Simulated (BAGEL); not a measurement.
**SiH2SeF (SMILES F[SiH][SeH]): ROHF/cc-pVDZ (density fitting with qzvpp-jkfit)**

What is the energy change on altering one bond length of SiH2SeF at ROHF/cc-pVDZ (density fitting with qzvpp-jkfit)? 

The calculation is run with BAGEL 1.2.2.

## (1) The structure to begin with

The species is SiH2SeF (5 atoms), meant as a doublet with charge 0. As SMILES, `F[SiH][SeH]`. Geometry: relaxed at PBE0-D4/def2-TZVP. This is one conformer, not always the lowest.

Bond lengths: F1–Si2 1.603 Å, Si2–Se3 2.278 Å, Si2–H4 1.497 Å, Se3–H5 1.470 Å. Angles: F1–Si2–Se3 105.1°, F1–Si2–H4 106.6°, Se3–Si2–H4 111.9°, Si2–Se3–H5 90.4°.

## (2) A single-point energy at ROHF/cc-pVDZ (density fitting with qzvpp-jkfit)

Contents of input.json:

```json
{ "bagel": [

{
  "title": "molecule",
  "basis": "cc-pvdz.json",
  "df_basis": "qzvpp-jkfit",
  "angstrom": true,
  "geometry": [
    { "atom": "F", "xyz": [      -0.580700,      -1.422800,       1.312100 ] },
    { "atom": "Si", "xyz": [      -0.677900,      -0.218300,       0.258300 ] },
    { "atom": "Se", "xyz": [       1.408800,       0.693300,       0.205500 ] },
    { "atom": "H", "xyz": [      -1.053400,      -0.829000,      -1.056400 ] },
    { "atom": "H", "xyz": [       0.953100,       1.703200,      -0.760900 ] }
  ]
},

{
  "title": "rohf",
  "nopen": 1
},

{
  "title": "print",
  "file": "orbitals.molden",
  "orbitals": true
}

]}
```

The basis set cc-pVDZ is read from a file made from the Basis Set Exchange's data (not shown).

Command:

```console
$ BAGEL_NUM_THREADS=1 BAGEL input.json > input.out
```

What it wrote:

```text
* using 1 threads per process

  ===============================================================
  ===============================================================

  *** Geometry ***

  { "atom" : "F", "xyz" : [     -1.097364,     -2.688702,      2.479510 ] },
  { "atom" : "Si", "xyz" : [     -1.281045,     -0.412527,      0.488116 ] },
  { "atom" : "Se", "xyz" : [      2.662246,      1.310147,      0.388339 ] },
  { "atom" : "H", "xyz" : [     -1.990638,     -1.566583,     -1.996307 ] },
  { "atom" : "H", "xyz" : [      1.801098,      3.218582,     -1.437893 ] },

  Number of auxiliary basis functions:      507

  Since a DF basis is specified, we compute 2- and 3-index integrals:
    o Being stored without compression. Storage requirement is 0.019 GB

  Number of basis functions:       69
  Number of electrons      :       59

    * METHOD: MOLECULE                             0.25

  *** Open-shell HF ***

  === Nuclear Repulsion ===
   233.1311747803

      * DIIS with orbital gradients will be used.

  === ROHF iteration (cc-pvdz.json) ===
      0      -2789.22193145          0.02736200           0.13
      1      -2789.32306493          0.01878196           0.13
      2      -2789.36108748          0.01116802           0.13
      3      -2789.38344107          0.00160370           0.13
      4      -2789.38512638          0.00069207           0.13
      5      -2789.38561381          0.00026514           0.13
      6      -2789.38572803          0.00005880           0.13
      7      -2789.38577475          0.00001973           0.13
      8      -2789.38578002          0.00000855           0.13
      9      -2789.38578068          0.00000331           0.13
     10      -2789.38578088          0.00000151           0.13
     11      -2789.38578100          0.00000065           0.13
     12      -2789.38578103          0.00000024           0.13
     13      -2789.38578107          0.00000011           0.13
     14      -2789.38578108          0.00000004           0.13
     15      -2789.38578108          0.00000002           0.13
     16      -2789.38578108          0.00000001           0.13
    * SCF iteration converged.

    * S^2 (ROHF) is 0.7500

    * Permanent dipole moment:
           (    0.409726,    -0.570375,     0.537740) a.u.

    * METHOD: ROHF                                 2.42

    * METHOD: PRINT                                0.01

  ===============================================================
```

It took 2.8 s on 1 thread of Arm Neoverse V1, shared host; peak memory 0.11 GiB.

## (3) The distorted shape, same level

Contents of calc.json:

```json
{ "bagel" : [

{
  "title" : "molecule",
  "basis" : "cc-pvdz.json",
  "df_basis" : "qzvpp-jkfit",
  "angstrom" : true,
  "geometry" : [
    { "atom" : "F", "xyz" : [      -0.893700,      -1.559538,       1.320020 ] },
    { "atom" : "Si", "xyz" : [      -0.990900,      -0.355038,       0.266220 ] },
    { "atom" : "Se", "xyz" : [       1.408800,       0.693300,       0.205500 ] },
    { "atom" : "H", "xyz" : [      -1.366400,      -0.965738,      -1.048480 ] },
    { "atom" : "H", "xyz" : [       0.953100,       1.703200,      -0.760900 ] }
  ]
},

{ "title" : "rohf", "nopen" : 1 },

{ "title" : "print", "file" : "orbitals.molden", "orbitals" : true }

]}
```

The basis set cc-pVDZ is read from a file made from the Basis Set Exchange's data (not shown).

Command:

```console
$ BAGEL_NUM_THREADS=1 BAGEL calc.json > calc.out
```

What it wrote:

```text
* using 1 threads per process

  ===============================================================
  ===============================================================

  *** Geometry ***

  { "atom" : "F", "xyz" : [     -1.688848,     -2.947100,      2.494476 ] },
  { "atom" : "Si", "xyz" : [     -1.872530,     -0.670925,      0.503083 ] },
  { "atom" : "Se", "xyz" : [      2.662246,      1.310147,      0.388339 ] },
  { "atom" : "H", "xyz" : [     -2.582122,     -1.824980,     -1.981340 ] },
  { "atom" : "H", "xyz" : [      1.801098,      3.218582,     -1.437893 ] },

  Number of auxiliary basis functions:      507

  Since a DF basis is specified, we compute 2- and 3-index integrals:
    o Being stored without compression. Storage requirement is 0.019 GB

  Number of basis functions:       69
  Number of electrons      :       59

    * METHOD: MOLECULE                             0.24

  *** Open-shell HF ***

  === Nuclear Repulsion ===
   213.2608732083

      * DIIS with orbital gradients will be used.

  === ROHF iteration (cc-pvdz.json) ===
      0      -2789.21237848          0.02643652           0.13
      1      -2789.30265183          0.01897321           0.13
      2      -2789.34009572          0.01152297           0.13
      3      -2789.36403597          0.00173480           0.13
      4      -2789.36673932          0.00098076           0.13
      5      -2789.36792236          0.00046388           0.13
      6      -2789.36825978          0.00012606           0.13
      7      -2789.36839090          0.00004937           0.13
      8      -2789.36839922          0.00001935           0.13
      9      -2789.36840085          0.00000721           0.13
     10      -2789.36840253          0.00000328           0.13
     11      -2789.36840296          0.00000120           0.13
     12      -2789.36840315          0.00000046           0.13
     13      -2789.36840320          0.00000016           0.13
     14      -2789.36840321          0.00000005           0.13
     15      -2789.36840321          0.00000002           0.13
     16      -2789.36840321          0.00000001           0.13
    * SCF iteration converged.

    * S^2 (ROHF) is 0.7500

    * Permanent dipole moment:
           (    0.826926,    -0.375479,     0.544724) a.u.

    * METHOD: ROHF                                 2.44

    * METHOD: PRINT                                0.01

  ===============================================================
```

It took 2.8 s on 1 thread of Arm Neoverse V1, shared host; peak memory 0.11 GiB.

## (4) Outcome

Level: ROHF/cc-pVDZ (density fitting with qzvpp-jkfit).

```
                                                           quantity           value
                                          first shape: total energy  -2789.38578 Eh
                                         first shape: dipole moment          2.25 D
                                                  first shape: ⟨S²⟩           0.750
                                      distorted shape: total energy  -2789.36840 Eh
                                     distorted shape: dipole moment          2.69 D
                                              distorted shape: ⟨S²⟩           0.750
energy change with the Si2–Se3 bond stretched from 2.278 to 2.619 Å        0.473 eV
```

In words: With the Si2–Se3 bond stretched from 2.278 to 2.619 Å the energy rises by 0.47 eV (10.9 kcal/mol). The first shape isn't relaxed at this level, so the change isn't measured from a minimum.
